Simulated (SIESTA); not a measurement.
Runs of SIESTA 5.4.2 on HPbNO4. The typed cell holds 14 atoms: a = 4.120 Å, b = 6.427 Å, c = 8.387 Å, α = 67.04°, β = 89.96°, γ = 89.98°. The cell was built by a generator and needn't be a form met in nature.

```csv
level,potentials or basis,gap on the mesh (eV),pressure (GPa),largest force (eV/Å)
PBE,"PseudoDojo 0.4 standard (PBE files), DZP (energy shift 0.003 Ry; two zetas on semicore shells)",3.25,(d),1.39
BLYP,"PseudoDojo 0.4 standard (PBE files), DZP (energy shift 0.003 Ry; two zetas on semicore shells)",3.24,6.0,2.26
AM05,"PseudoDojo 0.4 standard (PBEsol files), DZP (energy shift 0.003 Ry; two zetas on semicore shells)",3.24,(b),0.89
PBEsol,"PseudoDojo 0.4 standard (PBEsol files), DZP (energy shift 0.003 Ry; two zetas on semicore shells)",3.23,(a),1.04
RPBE,"PseudoDojo 0.4 standard (PBE files), DZP (energy shift 0.003 Ry; two zetas on semicore shells)",(c),4.8,1.43
```

Alike in all rows: task band structure; no spin polarisation; cell as given; k mesh 7 × 5 × 4; smearing fermi-dirac 0.05 eV; grid cutoff 800 Ry; energy shift 0.003 Ry.

Estimate the missing entries.

(a) 0.1; (b) 0.7; (c) 3.28; (d) 2.8.

Caveats: spin-orbit coupling is left out, which as a rule narrows the gap of such compounds by several tenths of an eV; the basis of atomic orbitals isn't converged, which shifts pressures, moduli and gaps; the potentials were made for another functional, which shifts forces and pressure (some runs); forces of over 1 eV/Å show positions far from the minimum, so gaps and moduli don't describe the material at rest (some runs).

A k mesh can miss the band edges, and the runs leave out spin-orbit coupling on Pb.

Not every run made on this cell is shown here.
